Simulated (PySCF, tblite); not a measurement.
# C5H15OPSi2: geometry, infrared bands and NMR shifts

Aim: predict the infrared bands and NMR shifts of C5H15OPSi2 (`C[P@@]1(=O)C[C@H]([SiH3])C[C@H]1[SiH3]`).

Programs: tblite 0.8.0 and PySCF 2.14.0, with density-fitted response routines of our own. Each step states its level of theory. These are calculated values for one molecule in the gas phase, unless marked as measured. Atoms are numbered from 0 throughout.

### 1 The starting structure

24 atoms, charge 0, multiplicity 1; geometry from: force field or distance geometry start.

Bonds of the start (Å): C0–P1 1.78, P1–O2 1.51, P1–C3 1.82, C3–C4 1.48, C4–Si5 1.85, C4–C6 1.49, C6–C7 1.50, C7–Si8 1.85, C7–P1 1.81, C0–H9 1.11, C0–H10 1.12, C0–H11 1.11, C3–H12 1.11, C3–H13 1.10, C4–H14 1.12, Si5–H15 1.46, Si5–H16 1.48, Si5–H17 1.48, C6–H18 1.11, C6–H19 1.12, C7–H20 1.10, Si8–H21 1.48, Si8–H22 1.46, Si8–H23 1.48.

### 2 Geometry optimisation with GFN2-xTB

Job settings and geometry (Å):

```
{"job": {"kind": "relax", "xc": "GFN2-xTB", "basis": "xTB"}, "charge": 0, "multiplicity": 1}
C     -2.452500    -0.895800     0.045700
P     -0.920500    -0.486000     0.862400
O     -0.946900    -0.634400     2.364800
C      0.337200    -1.618500     0.180100
C      1.249900    -0.743500    -0.587100
Si     2.922500    -0.594000     0.193800
C      0.597000     0.561600    -0.898900
C     -0.157100     1.055000     0.305800
Si    -1.386100     2.379200    -0.084400
H     -2.290200    -1.396500    -0.933600
H     -2.975900    -1.667400     0.671300
H     -3.152700    -0.042000    -0.039500
H      0.889700    -2.030700     1.054500
H     -0.120100    -2.444300    -0.382700
H      1.413500    -1.245500    -1.576000
H      3.279200     0.774600     0.572600
H      2.894800    -1.433500     1.411300
H      3.925600    -1.190000    -0.722700
H     -0.010800     0.557700    -1.828200
H      1.405900     1.318000    -1.071000
H      0.508800     1.437000     1.093800
H     -0.976300     3.600200     0.653500
H     -2.766300     2.023300     0.238100
H     -1.280600     2.735100    -1.516100
```

Launch:

```console
> OMP_NUM_THREADS=1 python probes_run.py task.json out
```

This one command runs all jobs of the session in turn.

Log:

```text
step      E/eV     max force
  0    -773.66122    3.953
  1    -773.97866    2.999
  2    -774.07521    0.973
  3    -774.12693    0.767
  4    -774.19453    0.327
  5    -774.20910    0.260
  6    -774.22497    0.249
  7    -774.23557    0.250
  8    -774.24865    0.247
  9    -774.26014    0.204
 10    -774.26982    0.175
 11    -774.27623    0.183
 12    -774.28108    0.158
 13    -774.28570    0.135
 14    -774.29057    0.161
 15    -774.29544    0.172
 16    -774.29992    0.167
 17    -774.30376    0.138
 18    -774.30723    0.116
 19    -774.31086    0.122
 20    -774.31482    0.133
 21    -774.31884    0.140
 22    -774.32275    0.132
 23    -774.32673    0.142
 24    -774.33108    0.158
 25    -774.33595    0.166
 26    -774.34121    0.148
 27    -774.34650    0.149
 28    -774.35160    0.143
 29    -774.35670    0.158
 30    -774.36232    0.206
 31    -774.36847    0.207
 32    -774.37434    0.198
 33    -774.37939    0.164
 34    -774.38381    0.142
 35    -774.38781    0.151
 36    -774.39167    0.159
 37    -774.39464    0.200
 38    -774.39815    0.146
 39    -774.40083    0.095
 40    -774.40360    0.089
 41    -774.40490    0.099
 42    -774.40679    0.079
 43    -774.40797    0.074
 44    -774.40911    0.069
 45    -774.40999    0.054
 46    -774.41086    0.059
 47    -774.41166    0.058
 48    -774.41234    0.050
 49    -774.41279    0.038
 50    -774.41309    0.041
 51    -774.41339    0.042
 52    -774.41378    0.045
 53    -774.41426    0.046
 54    -774.41481    0.051
 55    -774.41543    0.057
 56    -774.41623    0.067
 57    -774.41734    0.083
 58    -774.41877    0.093
 59    -774.42059    0.102
 60    -774.42269    0.112
 61    -774.42594    0.139
 62    -774.43008    0.187
 63    -774.43673    0.201
 64    -774.44145    0.178
 65    -774.44275    0.231
 66    -774.44920    0.162
 67    -774.45188    0.113
 68    -774.45592    0.121
 69    -774.46009    0.117
 70    -774.46294    0.113
 71    -774.46617    0.120
 72    -774.46957    0.103
 73    -774.47259    0.118
 74    -774.47294    0.154
 75    -774.47568    0.086
 76    -774.47660    0.076
 77    -774.47808    0.068
 78    -774.47957    0.077
 79    -774.48207    0.094
 80    -774.48427    0.086
 81    -774.48593    0.087
 82    -774.48733    0.087
 83    -774.48865    0.179
 84    -774.49052    0.131
 85    -774.49307    0.092
 86    -774.49740    0.102
 87    -774.49966    0.119
 88    -774.50337    0.133
 89    -774.50588    0.125
 90    -774.50930    0.113
 91    -774.51243    0.150
 92    -774.51427    0.151
 93    -774.51761    0.111
 94    -774.51996    0.089
 95    -774.52320    0.097
 96    -774.52655    0.137
 97    -774.53027    0.125
 98    -774.53279    0.151
 99    -774.53434    0.097
100    -774.53539    0.076
101    -774.53666    0.074
102    -774.53808    0.074
103    -774.53930    0.100
104    -774.54026    0.077
105    -774.54131    0.060
106    -774.54212    0.055
107    -774.54283    0.051
108    -774.54357    0.077
109    -774.54445    0.066
110    -774.54537    0.067
111    -774.54614    0.057
112    -774.54673    0.057
113    -774.54725    0.043
114    -774.54776    0.045
115    -774.54830    0.045
116    -774.54882    0.040
117    -774.54929    0.038
118    -774.54976    0.044
119    -774.55028    0.046
120    -774.55078    0.035
121    -774.55127    0.045
122    -774.55176    0.038
123    -774.55232    0.049
124    -774.55282    0.045
125    -774.55332    0.036
126    -774.55374    0.037
127    -774.55418    0.045
128    -774.55474    0.045
129    -774.55537    0.046
130    -774.55592    0.042
131    -774.55634    0.048
132    -774.55673    0.043
133    -774.55718    0.047
134    -774.55762    0.049
135    -774.55803    0.035
136    -774.55838    0.038
137    -774.55871    0.034
138    -774.55896    0.032
139    -774.55928    0.027
140    -774.55958    0.035
141    -774.55992    0.034
142    -774.56024    0.031
143    -774.56047    0.026
144    -774.56061    0.026
145    -774.56073    0.026
146    -774.56087    0.023
147    -774.56100    0.021
148    -774.56112    0.020
149    -774.56123    0.032
150    -774.56135    0.031
151    -774.56146    0.026
152    -774.56158    0.026
153    -774.56169    0.023
154    -774.56183    0.029
155    -774.56199    0.043
156    -774.56216    0.040
157    -774.56229    0.030
158    -774.56238    0.022
159    -774.56245    0.017
160    -774.56250    0.013
161    -774.56253    0.011
162    -774.56255    0.008
```

Relaxation path: (not every step is listed)

| step | energy from step 0 (eV) | largest force (eV/Å) |
| --- | --- | --- |
| 0 | 0.0000 | 3.9533 |
| 1 | -0.3174 | 2.9993 |
| 2 | -0.4140 | 0.9731 |
| 3 | -0.4657 | 0.7668 |
| 4 | -0.5333 | 0.3274 |
| 5 | -0.5479 | 0.2601 |
| 6 | -0.5638 | 0.2493 |
| 7 | -0.5744 | 0.2496 |
| 8 | -0.5874 | 0.2468 |
| 22 | -0.6615 | 0.1318 |
| 36 | -0.7305 | 0.1586 |
| 50 | -0.7519 | 0.0407 |
| 64 | -0.7802 | 0.1777 |
| 78 | -0.8184 | 0.0771 |
| 92 | -0.8531 | 0.1506 |
| 106 | -0.8809 | 0.0549 |
| 120 | -0.8896 | 0.0355 |
| 134 | -0.8964 | 0.0487 |
| 148 | -0.8999 | 0.0197 |
| 157 | -0.9011 | 0.0300 |
| 158 | -0.9012 | 0.0216 |
| 159 | -0.9012 | 0.0168 |
| 160 | -0.9013 | 0.0132 |
| 161 | -0.9013 | 0.0114 |
| 162 | -0.9013 | 0.0081 |

Distances of close pairs at the start and the end, largest changes first:

| bond | before (Å) | after (Å) | change (Å) |
| --- | --- | --- | --- |
| C4–Si5 | 1.852 | 1.910 | +0.058 |
| C0–P1 | 1.784 | 1.835 | +0.051 |
| C3–C4 | 1.479 | 1.528 | +0.049 |
| C7–Si8 | 1.848 | 1.894 | +0.046 |
| P1–O2 | 1.510 | 1.470 | -0.040 |
| C4–C6 | 1.492 | 1.531 | +0.039 |
| C0–H10 | 1.123 | 1.090 | -0.033 |
| C6–H19 | 1.121 | 1.092 | -0.029 |

The end geometry stands in the next job.

### 3 Vibrational analysis with GFN2-xTB

Job settings and geometry (Å):

```
{"job": {"kind": "ir", "xc": "GFN2-xTB", "basis": "xTB"}, "charge": 0, "multiplicity": 1}
C     -2.447726    -0.868794     0.158503
P     -0.758813    -0.604268     0.824125
O     -0.701773    -0.795832     2.279981
C      0.334768    -1.679085    -0.205380
C      1.405512    -0.722337    -0.727139
Si     2.777806    -0.508223     0.583712
C      0.684608     0.591762    -1.040131
C     -0.098181     0.992094     0.202560
Si    -1.406272     2.341092    -0.038308
H     -2.509744    -0.679090    -0.908550
H     -2.714302    -1.904846     0.367322
H     -3.133034    -0.217701     0.697640
H      0.741256    -2.487776     0.403587
H     -0.240129    -2.121830    -1.023664
H      1.842183    -1.120142    -1.650768
H      3.512297     0.720172     0.264035
H      2.239846    -0.442351     1.936559
H      3.656557    -1.674534     0.464096
H     -0.006575     0.437606    -1.876321
H      1.389133     1.372441    -1.335209
H      0.596022     1.320645     0.983850
H     -0.700466     3.591922    -0.324511
H     -2.226643     2.476477     1.162997
H     -2.248065     2.002365    -1.191430
```

Log:

```text
mode    cm-1     km/mol
  1      57.1      3.83
  2      91.5      0.74
  3     124.0      2.38
  4     132.4      0.25
  5     141.1      0.81
  6     169.8      1.07
  7     192.8      1.47
  8     208.6      0.13
  9     239.1      0.96
 10     291.6      8.05
 11     320.9     15.10
 12     330.5      6.19
 13     349.3      6.56
 14     401.7      2.57
 15     491.3      7.82
 16     528.6     12.03
 17     543.3     59.52
 18     567.3     60.59
 19     601.5     82.93
 20     646.6      9.40
 21     681.9     54.22
 22     727.9     24.79
 23     743.5     34.09
 24     762.2    179.76
 25     773.2    103.45
 26     777.5    297.45
 27     786.5    445.58
 28     803.3    435.03
 29     805.5     55.87
 30     820.7     36.64
 31     839.0    107.41
 32     852.2     23.76
 33     887.5     73.03
 34     941.5     21.97
 35     984.9      8.62
 36    1030.7     15.97
 37    1076.2      5.50
 38    1096.1     45.54
 39    1116.1     11.09
 40    1149.2     19.39
 41    1177.9      4.02
 42    1233.3     37.55
 43    1252.9     11.47
 44    1268.7    166.06
 45    1277.3     51.94
 46    1308.6     38.12
 47    1329.5      5.71
 48    1425.7      2.54
 49    1439.8      5.95
 50    1454.4      1.61
 51    1499.7      0.52
 52    2237.5    251.86
 53    2243.6    235.97
 54    2258.3    353.99
 55    2266.9    337.80
 56    2294.0    246.19
 57    2328.9    217.12
 58    2906.8     67.23
 59    2909.8     16.50
 60    2922.5     44.71
 61    2936.0     63.64
 62    2971.3     37.63
 63    2975.0     29.15
 64    2994.1      7.03
 65    3009.5      8.20
 66    3035.1     17.28
```

The strongest bands and the atoms that carry them (share of the mass-weighted mode):

| cm⁻¹ | km/mol | atoms |
| --- | --- | --- |
| 778 | 297.4 | H23 39 %, H22 22 %, H21 16 % |
| 786 | 445.6 | H15 35 %, H16 27 %, H17 19 % |
| 803 | 435.0 | H23 38 %, H21 33 % |
| 2238 | 251.9 | H23 95 % |
| 2244 | 236.0 | H15 92 % |
| 2258 | 354.0 | H17 93 % |
| 2267 | 337.8 | H21 95 % |
| 2294 | 246.2 | H22 97 % |

### 4 Nuclear shieldings: PBE0/pcSseg-1

Same as in step 3 but for these lines:

```diff
@@ -1,2 +1,2 @@
-{"job": {"kind": "ir", "xc": "GFN2-xTB", "basis": "xTB"}, "charge": 0, "multiplicity": 1}
+{"job": {"kind": "nmr", "xc": "PBE0", "basis": "pcSseg-1"}, "charge": 0, "multiplicity": 1}
 C     -2.447726    -0.868794     0.158503
```

Method: GIAO PBE0/pcSseg-1 NMR shielding, non-relativistic, gas phase.

Log:

```text
coarse grid: 20688 points
cycle   1  E = -1194.1263863925  dE =  1.109e+00  |g| = 9.505e-01  |ddm| = 4.461e+00
cycle   2  E = -1193.5594707272  dE =  5.669e-01  |g| = 1.898e+00  |ddm| = 3.921e+00
cycle   3  E = -1194.2933984318  dE = -7.339e-01  |g| = 2.570e-01  |ddm| = 3.248e+00
cycle   4  E = -1194.3071680163  dE = -1.377e-02  |g| = 9.539e-02  |ddm| = 3.350e-01
cycle   5  E = -1194.3093403624  dE = -2.172e-03  |g| = 2.177e-02  |ddm| = 1.065e-01
cycle   6  E = -1194.3094500698  dE = -1.097e-04  |g| = 5.595e-03  |ddm| = 2.767e-02
cycle   7  E = -1194.3094576954  dE = -7.626e-06  |g| = 8.412e-04  |ddm| = 6.334e-03
final grid: 183608 points
cycle   8  E = -1194.3733787324  dE = -4.099e-05  |g| = 1.165e-02  |ddm| = 4.486e-02
cycle   9  E = -1194.3733226562  dE =  5.608e-05  |g| = 2.017e-02  |ddm| = 3.030e-02
cycle  10  E = -1194.3734077313  dE = -8.508e-05  |g| = 2.536e-03  |ddm| = 2.144e-02
cycle  11  E = -1194.3734089750  dE = -1.244e-06  |g| = 2.434e-04  |ddm| = 2.440e-03
cycle  12  E = -1194.3734089864  dE = -1.143e-08  |g| = 1.200e-04  |ddm| = 4.405e-04
cycle  13  E = -1194.3734089897  dE = -3.323e-09  |g| = 3.247e-05  |ddm| = 1.562e-04
cycle  14  E = -1194.3734089900  dE = -2.460e-10  |g| = 6.111e-06  |ddm| = 3.755e-05
converged SCF energy = -1194.3734089900

GIAO shielding tensors (ppm)
atom      isotropic    diamagn.    paramagn.     s11        s22        s33       span
  0 C      167.487     258.161     -90.674    151.309    164.465    186.686     35.377
  1 P      279.077     965.252    -686.175    175.267    234.868    427.097    251.830
  2 O      201.841     394.100    -192.259     77.263    258.503    269.757    192.494
  3 C      151.403     259.496    -108.093    139.732    148.095    166.383     26.651
  4 C      163.566     252.535     -88.969    145.323    159.960    185.414     40.091
  5 Si     413.945     881.048    -467.103    370.870    401.739    469.226     98.356
  6 C      149.956     250.015    -100.058    130.568    151.294    168.007     37.439
  7 C      162.206     264.647    -102.442    139.686    165.583    181.348     41.663
  8 Si     420.338     880.834    -460.495    388.680    408.054    464.281     75.601
  9 H       30.944      33.637      -2.694     27.286     29.605     35.940      8.654
 10 H       30.051      29.672       0.379     26.074     28.058     36.021      9.947
 11 H       30.243      30.389      -0.146     25.719     29.017     35.992     10.273
 12 H       29.965      32.910      -2.944     25.613     29.018     35.265      9.652
 13 H       30.240      33.911      -3.671     25.539     28.921     36.260     10.721
 14 H       29.892      32.377      -2.484     25.770     26.206     37.701     11.931
 15 H       27.977      30.196      -2.219     24.091     25.979     33.861      9.770
 16 H       27.318      29.965      -2.646     22.708     28.143     31.103      8.395
 17 H       27.843      29.689      -1.846     24.235     25.326     33.968      9.733
 18 H       30.405      34.119      -3.714     25.518     29.506     36.192     10.674
 19 H       29.560      33.262      -3.702     24.367     28.067     36.245     11.878
 20 H       30.464      35.575      -5.112     25.572     30.370     35.449      9.877
 21 H       27.656      29.040      -1.384     23.585     25.562     33.823     10.238
 22 H       27.463      29.197      -1.733     23.768     25.644     32.978      9.210
 23 H       28.101      29.974      -1.873     24.577     27.011     32.715      8.138
```

Wall time 4.6 min (1 thread, shared host).

The references, computed at this level on geometries of the same kind, shield at (ppm): ¹H TMS 31.72, ¹³C TMS 186.9, ²⁹Si TMS 349.2, ¹⁷O H2O 336.1, ³¹P H3PO4 318.4. Their shielding less the atom's gives the shift. The references are single molecules in the gas phase, so shifts against H2O, NH3, PH3, H3PO4 or CFCl3 are not on the usual liquid scales and can be off by tens of ppm. Atoms listed in one row are averaged.

| atoms | environment | σ (ppm) | δ (ppm) | δ scaled to CDCl3 |
| --- | --- | --- | --- | --- |
| C6 | sp3 CH2 in a ring | 150.0 | 37.0 | 34.2 |
| C3 | sp3 CH2 bonded to P | 151.4 | 35.5 | 32.8 |
| C7 | sp3 CH bonded to P and Si | 162.2 | 24.7 | 22.2 |
| C4 | sp3 CH bonded to Si | 163.6 | 23.4 | 20.9 |
| C0 | methyl carbon bonded to P | 167.5 | 19.4 | 17.1 |
| H15, H16, H17 | hydrogen on a silicon bonded to C | 27.71 | 4.00 | – |
| H21, H22, H23 | hydrogen on a silicon bonded to C | 27.74 | 3.98 | – |
| H19 | hydrogen on an sp3 CH2 in a ring | 29.56 | 2.16 | 2.14 |
| H14 | hydrogen on an sp3 CH bonded to Si | 29.89 | 1.82 | 1.83 |
| H12 | hydrogen on an sp3 CH2 bonded to P | 29.97 | 1.75 | 1.76 |
| H13 | hydrogen on an sp3 CH2 bonded to P | 30.24 | 1.48 | 1.50 |
| H18 | hydrogen on an sp3 CH2 in a ring | 30.41 | 1.31 | 1.34 |
| H9, H10, H11 | hydrogen on a methyl carbon bonded to P | 30.41 | 1.30 | 1.34 |
| H20 | hydrogen on an sp3 CH bonded to P and Si | 30.46 | 1.25 | 1.29 |
| P1 | phosphorus bonded to 3 C, O, in a 5-membered ring | 279.1 | 39.3 | – |
| O2 | P=O oxygen | 201.8 | 134.2 | – |
| Si5 | silicon bonded to C, 3 H | 413.9 | -64.8 | – |
| Si8 | silicon bonded to C, 3 H | 420.3 | -71.2 | – |

The scaled column applies a straight-line fit of computed shieldings to shifts measured in CDCl3 (root-mean-square error 0.16 ppm for H, 1.9 ppm for C).

Charges from the same density, by scheme (e):

| atoms | Mulliken | IAO | Hirshfeld | ESP fit |
| --- | --- | --- | --- | --- |
| C0 | -0.50 | -0.69 | -0.16 | -0.73 |
| P1 | 0.89 | 1.51 | 0.43 | 1.01 |
| O2 | -0.59 | -0.93 | -0.41 | -0.69 |
| C3 | -0.39 | -0.52 | -0.12 | -0.44 |
| C4 | -0.52 | -0.37 | -0.11 | -0.01 |
| Si5 | 0.45 | 0.57 | 0.31 | 0.29 |
| C6 | -0.12 | -0.25 | -0.07 | -0.28 |
| C7 | -0.80 | -0.64 | -0.16 | -0.27 |
| Si8 | 0.52 | 0.60 | 0.32 | 0.30 |

Mayer bond orders: C0–P1 0.97, P1–O2 1.88, P1–C3 0.88, C3–C4 1.00, C4–Si5 0.86, C4–C6 1.00, C6–C7 0.98, C7–Si8 0.86, C7–P1 0.87.

Ring of atoms P1, C3, C4, C6, C7: NICS(0) -5.4, NICS(1) -4.3, NICS(1)zz -4.2 ppm (means of both faces).

Orbitals, density, ELF and potential are computed afterwards from the orbital file.

Frontier orbitals at PBE0/pcSseg-1, with the share of their density that lies nearest to each atom:

| orbital | energy (eV) | lies on |
| --- | --- | --- |
| HOMO | -7.41 | O2 59 %; C7 12 %; C3 9 % |
| LUMO | 0.35 | H21, H22, H23 about 8 % each; Si8 7 %; H14, H18 about 7 % each |

ELF in a plane through or near 10 of the atoms.

Ten even steps from ' ' (0.00) to '@' (1.00):
```
                                                        
                                                        
                                ::++==..                
                              **@@@@@@@@--              
            --**++..          **@@@@@@@@==              
          ##@@@@@@##          ::%%@@@@##::              
        ..@@@@@@@@@@      ..::----..++  ::..            
          **@@@@@@%%    ..++++%%##--##..==::            
        ..::++::....::  ..**----@@++  --==..            
      ++%%@@%%++##..##::  ++**##**--......              
    --@@@@@@@@++..++++::..======++::..::::              
    ..%%@@@@@@++......--**%%::..##%%##@@@@%%..          
      ::##@@##    ::%%%%**@@++++@@====@@@@%%::          
                ::@@@@@@##--::::**##******--            
                ::@@@@@@++    ..%%@@@@##..              
                  ::**--      ..@@@@@@%%..              
                                  ==--                  
                                                        
                                                        
                                                        
```
The map spans 13.2 Å across and 11.5 Å up, centred on the molecule. Atoms in the plane (x, y in Å): C0 (2.0, -1.7), Si5 (-2.8, 0.4), C7 (0.4, 0.9), Si8 (2.1, 1.7), H10 (1.9, -2.7), H11 (2.9, -1.3), H12 (-1.5, -2.1), H15 (-3.1, 1.8), H17 (-4.0, -0.4), H21 (1.9, 3.2).

log10 of the density (e/Å³) in the same plane.

Ten even steps from '0' (-4.0) to '9' (1.5):
```
0000000000000000000000000000
0000000000000001111100000000
0000000000000012333221000000
0000001111000123455432100000
0000123332211234676543200000
0001234554333345677653210000
0002345765444556678654321000
0012356776545677789765321000
0023456776555788766654321000
0123566897655677655543310000
0134577666666677655543210000
0124566555666777777664310000
0012344445677777778765310000
0001222345776656677654310000
0000011234655445677643200000
0000000123443334555432100000
0000000000111112233220000000
0000000000000000011000000000
0000000000000000000000000000
0000000000000000000000000000
```
The map spans 13.2 Å across and 11.5 Å up, centred on the molecule. Atoms in the plane (x, y in Å): C0 (2.0, -1.7), Si5 (-2.8, 0.4), C7 (0.4, 0.9), Si8 (2.1, 1.7), H10 (1.9, -2.7), H11 (2.9, -1.3), H12 (-1.5, -2.1), H15 (-3.1, 1.8), H17 (-4.0, -0.4), H21 (1.9, 3.2).

On the surface of density 0.002 e/bohr³ the electrostatic potential runs, from the 1st to the 99th percentile, from -2.34 V near O2 to 1.14 V near H9.

### 5 What came out

| quantity | value |
| --- | --- |
| strongest single infrared mode (GFN2-xTB) | 786 cm⁻¹, 446 km/mol |
| zero-point energy (GFN2-xTB) | 113.0 kcal/mol |
| ¹³C shifts against TMS (PBE0/pcSseg-1) | 37.0, 35.5, 24.7, 23.4, 19.4 ppm |
| ¹H shifts against TMS (PBE0/pcSseg-1, means over atoms taken as alike) | 4.00, 3.98, 2.16, 1.82, 1.75, 1.48, 1.31, 1.30, 1.25 ppm |
| ³¹P shifts against H3PO4 (PBE0/pcSseg-1) | 39.3 ppm |
| ¹⁷O shifts against H2O (PBE0/pcSseg-1) | 134.2 ppm |
| ²⁹Si shifts against TMS (PBE0/pcSseg-1) | -64.8, -71.2 ppm |
| surface potential, 1st and 99th percentile | -2.34 V and 1.14 V |

In words: The optimisation took 162 steps and gained 0.901 eV; among the close pairs (by a distance rule), C4–Si5 changed most, from 1.852 to 1.910 Å. No mode is imaginary among the 66: a minimum at this level. The strongest single mode, at 786 cm⁻¹, is spread over several atoms, H15, H16, H17 among them. GFN2-xTB is a fitted tight-binding method: band positions and strengths are rough. Its intensities can rank the bands wrongly. At PBE0/pcSseg-1: The largest span, 252 ppm, is at P1, where the paramagnetic term is -686 ppm.
